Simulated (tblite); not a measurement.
# C4H9BrO2Si: the cost of one run

Programs: tblite 0.8.0 and PySCF 2.14.0, with density-fitted response routines of our own. Each step states its level of theory. These are calculated values for one molecule in the gas phase, unless marked as measured. Atoms count from 0, in the outputs and in this text.

### 1 Starting geometry

17 atoms, charge 0, multiplicity 1; geometry from: force field or distance geometry start.

Bonds of the start (Å): C0–C1 1.49, C1–O2 1.40, O2–Si3 1.70, Si3–Br4 2.25, Si3–C5 1.85, C5–C6 1.48, C6–O7 1.24, C0–H8 1.12, C0–H9 1.14, C0–H10 1.10, C1–H11 1.11, C1–H12 1.11, Si3–H13 1.49, C5–H14 1.12, C5–H15 1.09, C6–H16 1.06.

### 2 Optimising the geometry with GFN2-xTB

The job: settings as JSON, then the geometry in Å.

```
{"job": {"kind": "relax", "xc": "GFN2-xTB", "basis": "xTB"}, "charge": 0, "multiplicity": 1}
C     -2.782700     0.401200     0.065600
C     -1.350100     0.101500    -0.202600
O     -0.972100    -1.205300     0.115600
Si     0.723100    -1.205100     0.236700
Br     1.575000    -3.066200    -0.696500
C      1.543200     0.257600    -0.553000
C      2.571400     0.750700     0.396700
O      3.390900    -0.069100     0.839000
H     -2.924900     1.480200    -0.200900
H     -2.986800     0.317000     1.181800
H     -3.513500    -0.236200    -0.455100
H     -0.738300     0.773300     0.432300
H     -1.100100     0.252700    -1.269400
H      1.070800    -1.282300     1.680900
H      0.843300     1.085800    -0.817700
H      1.974700    -0.092500    -1.494400
H      2.669400     1.748700     0.731000
```

Started as:

```console
$ OMP_NUM_THREADS=1 python probes_run.py task.json out
```

One launch serves the whole session: the jobs run in the order shown.

**Question.** How long does this first job take on 1 thread of Intel Xeon at 2.50GHz, shared host, and how much memory does it need?

About 6.4 s, with a peak of 0.18 GiB.
